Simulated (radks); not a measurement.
# Ionisation of Ge: one atom, several choices of relativity

One table from this session's results is given with a row withheld; the runs are named, their logs left out.

Program: radks (a radial shooting solver on a logarithmic mesh, Libxc functionals) version 1. Level of theory: Kohn-Sham, BLYP, spin-unpolarised, spherical densities. These are calculated values, not measurements, unless marked.

**The atom as given**

| Property | Result |
| --- | --- |
| element | germanium (Z = 32) |
| charge | 0 |
| electrons | 32 |
| configuration | [Ar] 3d10 4s2 4p2 |
| ion | Ge⁺, [Ar] 3d10 4s2 4p1 |
| choices | non-relativistic; scalar-relativistic; Dirac, 2j+1 shares; Dirac, low j first; scalar-relativistic, finite nucleus; Dirac, 2j+1 shares, finite nucleus; Dirac, c × 100; Dirac, c × 1.5; Dirac, c × 0.75 |

Set-up of the first run:

Input:

```text
Z 32
configuration [Ar] 3d10 4s2 4p2 5s0 4d0
relativity non-relativistic
functional b88,lyp
spin unpolarised
nucleus point
```

Run with:

```console
$ python run_ks.py task.json out
```

This one command runs every case of the session in turn.

Among the steps run: non-relativistic: Ge.

One of the session's tables, all rows but one given; the rest of the session is left out.

From the orbitals of this run (lengths in bohr):

```
level      <r>  outermost maximum (interpolated)  90 % within  nodes
   1s  0.04785                            0.0316       0.0852      0
   2s   0.2139                             0.180        0.330      1
   2p   0.1853                             0.143        0.302      0
   3s   0.6352                             0.551        0.950      2
   3p   0.6518                             0.547         1.00      1
   3d   0.7333                             0.502         1.24      0
   4s    2.144                              1.76         3.25      3
   4p        ?                                 ?            ?      ?
```

Estimate the missing values for 4p.

**Answer.** <r>: 2.917; outermost maximum (interpolated): 2.21; 90 % within: 4.63; nodes: 2. In the column «<r>» it is the highest.

Caveats from the session: Runs with a scaled speed of light are not ranked. Spin polarisation and multiplet splitting of open shells are left out at every level.
